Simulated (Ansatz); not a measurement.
# SiC5: the cost of one run

Program: Ansatz 0.2.0. Level of theory: DFT PBE, scalar-relativistic, plane waves, PAW. These are calculated values, not measurements.

## Step 1: Starting point

The structure is hexagonal, space group P-62m (No. 189). The conventional cell has a = 5.140 Å, b = 5.140 Å, c = 4.619 Å, α = 90.00°, β = 90.00°, γ = 120.00°. Si (site symmetry -62m) has 12 C at 2.96 to 2.97 Å as nearest neighbours. C (site symmetry m2m) has 10 C at 2.84 to 3.22 Å and 2 Si at 2.96 Å as nearest neighbours. C (site symmetry -6) has 9 C at 2.84 to 2.97 Å and 3 Si at 2.97 Å as nearest neighbours.

As a file:

```
CELL_PARAMETERS angstrom
5.14018 0.00000 0.00000
-2.57009 4.45153 0.00000
0.00000 0.00000 4.61894
ATOMIC_POSITIONS crystal
Si 0.00000 0.00000 0.50000
C 0.00000 0.63834 0.00000
C 0.63834 0.00000 0.00000
C 0.36166 0.36166 0.00000
C 0.66667 0.33333 0.50000
C 0.33333 0.66667 0.50000
```

Recipe of the guess: species swapped into a database cell of YMg5 (P-62m, No. 189), with Si on the Y sites and C on the Mg sites. Lengths come from tabulated atomic sizes and are only a guess.

## Step 2: Probe: one point on a coarse mesh

input.yaml reads:

```yaml
crystal:
  lattice:
    - [5.14017969, 0.0, 0.0]
    - [-2.57008985, 4.45152619, 0.0]
    - [0.0, 0.0, 4.61893599]
  atoms:
    - { symbol: Si, position: [0.0, 0.0, 0.5] }
    - { symbol: C, position: [0.0, 0.638336, 0.0] }
    - { symbol: C, position: [0.638336, 0.0, 0.0] }
    - { symbol: C, position: [0.361664, 0.361664, 0.0] }
    - { symbol: C, position: [0.66666667, 0.33333333, 0.5] }
    - { symbol: C, position: [0.33333333, 0.66666667, 0.5] }
basis:
  ecutwfc: 420
kpoints:
  mp_grid: { grid: [6, 6, 4] }
hamiltonian:
  xc: pbe
scf:
  occupations: { method: gaussian, width: 0.1 }
  lower_state_search: "off"
output:
  forces: true
  stress: true
  eigenvalues: true
```

Started as:

```console
$ ansatz run input.yaml --threads 1 --pin off --max-ram 2560MiB --backend cpu --events-out ev --progress --plain --runs-dir out
```

What time and memory should one allow on 1 thread of Intel Xeon Platinum 8259CL at 2.50GHz (Skylake/Cascade Lake), shared host?

About 4.7 s, with a peak of 0.37 GiB.
